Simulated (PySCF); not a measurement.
# C₂H₅N₂PSi: electronic excitations

Wanted: the electronic excitations of C₂H₅N₂PSi (`[SiH3]n1cpcn1`), by calculation.

Computed with PySCF 2.14.0, with density-fitted response routines of our own, on a single molecule in the gas phase. Atoms are numbered from 0 throughout.

## Step 1: Starting geometry

11 atoms, charge 0, multiplicity 1; geometry from: GFN2-xTB.

Bonds of the start (Å): Si0–N1 1.76, N1–C2 1.35, C2–P3 1.72, P3–C4 1.77, C4–N5 1.30, N5–N1 1.33, Si0–H6 1.46, Si0–H7 1.46, Si0–H8 1.46, C2–H9 1.07, C4–H10 1.08.

## Step 2: Ultraviolet spectrum: wB97X-D/def2-SVPD

What the job is given:

```
{"job": {"kind": "uv", "xc": "wB97X-D", "basis": "def2-SVPD", "nstates": 8, "ntriplets": 3}, "charge": 0, "multiplicity": 1}
Si    -1.805944     0.102125     0.014642
N     -0.051023    -0.071306     0.024937
C      0.740559    -1.104517     0.379046
P      2.413542    -0.764850     0.203993
C      1.888087     0.824654    -0.359483
N      0.601310     1.010863    -0.389527
H     -2.299793    -1.187037     0.495506
H     -2.180210     0.375552    -1.367423
H     -2.112607     1.202111     0.920780
H      0.277513    -2.011808     0.722540
H      2.533990     1.626883    -0.670975
```

Level: TDDFT wB97X-D/def2-SVPD, vertical, gas phase, core orbitals frozen in the response.

The run is started by

```console
$ OMP_NUM_THREADS=1 python probes_run.py task.json out
```

One launch serves the whole session: the jobs run in the order shown.

Predict these results of the whole session: lowest singlet (wB97X-D/def2-SVPD); lowest triplet; surface potential, 1st and 99th percentile.

The runs gave:

```
                             quantity                        value
   lowest singlet (wB97X-D/def2-SVPD)  5.66 eV (219 nm), f = 0.152
                       lowest triplet                      3.87 eV
surface potential, 1st and 99th percentile           -1.28 V and 1.58 V
```

In words: The first singlet state (HOMO→LUMO 0.86) lies at 5.66 eV and is bright. The lowest triplet lies 1.79 eV below the lowest singlet (triplets in Tamm-Dancoff, singlets in full TDDFT).
